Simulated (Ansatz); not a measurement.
**Tantalum, fcc: r²SCAN0 at the r²SCAN geometry**

Aim: see what exact exchange does to the levels, and what it costs. Spin polarisation is left out. The cell comes from an earlier r²SCAN relaxation. Exact exchange is dear, so the k-mesh is coarse, and r²SCAN is run on the same mesh for comparison.

Program: Ansatz 0.2.0. Level of theory: DFT, plane waves (500 eV) with PBE-made PAW files, scalar-relativistic; functionals as named at each step. These are calculated values, not measurements.

### Step 1. The system as given

It takes space group Fm-3m (No. 225, cubic). The conventional cell has a = 4.208 Å, b = 4.208 Å, c = 4.208 Å, α = 90.00°, β = 90.00°, γ = 90.00°. Around Ta (site symmetry m-3m) lie 12 Ta at 2.98 Å.

Structure file:

```
CELL_PARAMETERS angstrom
0.00000 2.10383 2.10383
2.10383 0.00000 2.10383
2.10383 2.10383 0.00000
ATOMIC_POSITIONS crystal
Ta 0.00000 0.00000 0.00000
```

### Step 2. r²SCAN, coarse mesh

The run with r²SCAN.

Input file input.yaml:

```yaml
crystal:
  lattice:
    - [0.0, 2.1038338315, 2.1038338315]
    - [2.1038338315, 0.0, 2.1038338315]
    - [2.1038338315, 2.1038338315, 0.0]
  atoms:
    - { symbol: Ta, position: [0.0, 0.0, 0.0] }
hamiltonian:
  xc: r2scan
  pseudopotentials:
    kind: paw
    azcp:
      Ta: "pseudopotentials/Ta.paw.azcp"
basis:
  ecutwfc: 500
  fft_grid_basis: typed
kpoints:
  mp_grid: { grid: [7, 7, 7], shift: [0, 0, 0] }
magnetization:
  spin_polarized: false
scf:
  occupations: { method: fermi_dirac, width: 0.1 }
```

Launch:

```
> ansatz run input.yaml --threads 4 --pin off --max-ram 8192MiB --backend cpu --events-out ev --progress --plain --runs-dir out
```

The log of the run, shortened:

```text
Warning: RAYON_NUM_THREADS=4 ignored (pool sized by the plan → 4); use --threads N
[...]
Pseudopotentials: kind: paw
Pseudopotential: Ta, paw, valence charge 13, recommended cutoff 500 eV (meta_gga), <dir>
Functional definition: r2SCAN
[...]
Crystal: 1 atoms, lattice volume = 18.624 Å³
Basis set: ecut = 500 eV, 459 PW (Γ), exchange–correlation on 96×96×96 points (64 copies of the dense FFT grid, shifted against one another)
Bands: 11, of which v1, the nominal top of the filled ones, is band 7 counted from 1 (6 counted from 0)
Symmetry: 48 space group operations
Space group: Fm-3m (ITA 225), of the structure as read, at distance tolerance 2.7e-5 Å
k-points: 20 of 343
[...]
SCF iter   1: F=—  HF=-9944.057287 eV  |F-HF|=—  |Δ(HF+E_count)|=         —  Δρ=6.34e-3  dr2=1.94e-3  dr2_τ=1.55e-2  ethr=1.77e-3  ⟨swp⟩=5.8  Hψ=1317  notcnv=0
[...]
SCF iter   6: F=-9944.075143 eV  HF=-9944.075143 eV  |F-HF|=5.89e-9  |Δ(HF+E_count)|=   2.34e-7  Δρ=1.48e-5  dr2=1.73e-8  dr2_τ=1.26e-8  ethr=7.69e-10  ⟨swp⟩=1.0  Hψ=662  notcnv=0
[...]
SCF converged after 6 iterations
Free energy (F): -9944.075143 eV
[...]
E sigma→0 (E₀):  -9944.051426 eV
Entropy (-TS):   -0.047434 eV (-47.434 meV/atom)
Fermi energy:    18.250401 eV
[...]
```

Wall time 0.45 s (4 threads of Arm Neoverse V1, shared host); peak memory 0.29 GiB.

### Step 3. r²SCAN0, coarse mesh

The run with r²SCAN0.

Changes to input.yaml since step 2:

```diff
@@ -8,3 +8,3 @@
 hamiltonian:
-  xc: r2scan
+  xc: r2scan0
   pseudopotentials:
```

Launch:

```
> ansatz run input.yaml --threads 4 --pin off --max-ram 8192MiB --backend cpu --events-out ev --progress --plain --runs-dir out
```

The log of the run, shortened:

```text
Warning: RAYON_NUM_THREADS=4 ignored (pool sized by the plan → 4); use --threads N
[...]
[... 2 set-up lines as earlier in the session ...]
Functional definition: r2SCAN0
[...]
Crystal: 1 atoms, lattice volume = 18.624 Å³
Basis set: ecut = 500 eV, 459 PW (Γ), exchange–correlation on 96×96×96 points (64 copies of the dense FFT grid, shifted against one another)
Bands: 11, of which v1, the nominal top of the filled ones, is band 7 counted from 1 (6 counted from 0)
[... 2 set-up lines as earlier in the session ...]
k-points: 20 of 343
[...]
SCF iter   1: F=—  HF=-9944.050336 eV  |F-HF|=—  |Δ(HF+E_count)|=         —  Δρ=6.96e-3  dr2=4.25e-3  dr2_τ=1.27e-2  ethr=1.77e-3  ⟨swp⟩=6.5  Hψ=893  notcnv=0
[...]
Frozen-core exchange: fock
[...]
hybrid outer 3: dexx = +5.787e-9 eV, tail = 9.48e-9 eV, Δε = 2.44e-4 eV (about 3.83e-4 eV left of the loop's levels)
hybrid SCF converged: 3 outer / 25 inner (+6 warm-up), last move |dexx| = 5.79e-9 eV, tail = 9.48e-9 eV
Stability not checked: this state was not tested for a lower state beside it, because the functional holds exact exchange (a hybrid, or Hartree-Fock), whose exchange loop this test does not read (fock_operator; see scf.lower_state_search)
Free energy (F): -9939.647983 eV
Frozen-core exchange: fock
[...]
E sigma→0 (E₀):  -9939.634423 eV
Entropy (-TS):   -0.027119 eV (-27.119 meV/atom)
Fermi energy:    18.279903 eV
[...]
--- Band table (eV; the first three rows and the last of 20) ---
  k-point 0: bands = ["-54.9452", "-18.9531", "-18.9531", "-18.9531", "8.0979", "19.2311", "19.2311", "19.2311", "23.1609"]
[...]
  guard bands above this table: 2 of the run's 11 bands. The solve was not asked for them (output.publish_guard_bands: true or output.eigenvalues: true publishes all)
```

Run time: 5.7 s. Hardware: 4 threads of Arm Neoverse V1, shared host; peak memory 0.94 GiB.

### Step 4. The functionals compared

| functional | gap on the mesh | Fermi energy (eV) | SCF cycles | exchange loops | CPU time |
| --- | --- | --- | --- | --- | --- |
| r²SCAN | none (levels filled in part) | 18.250 | 6 | - | 1.1 s |
| r²SCAN0 | none (levels filled in part) | 18.280 | 31 | 3 | 17 s |

### Step 5. Results

| quantity | value |
| --- | --- |
| r²SCAN: gap | none (levels filled in part) |
| r²SCAN0: gap | none (levels filled in part) |
| r²SCAN0: SCF cycles, exchange loops | 31, 3 |
| r²SCAN0: CPU time over that of r²SCAN | 16 |
| r²SCAN0: relative to bcc | +256 meV/atom |

Both r²SCAN and r²SCAN0 leave levels filled in part. r²SCAN0 cost 16 times the CPU time of r²SCAN. The exchange operator of r²SCAN0 was renewed in 3 outer loops. The dense-mesh value adds -24.5 meV/atom, the change that r²SCAN shows between the coarse mesh and its own dense run (not shown). Under r²SCAN0 it lies 256 meV/atom above bcc (computed apart in the same way); on such meshes a few tens of meV are uncertain for metals. The total energies in the logs cannot be compared from one functional to another.
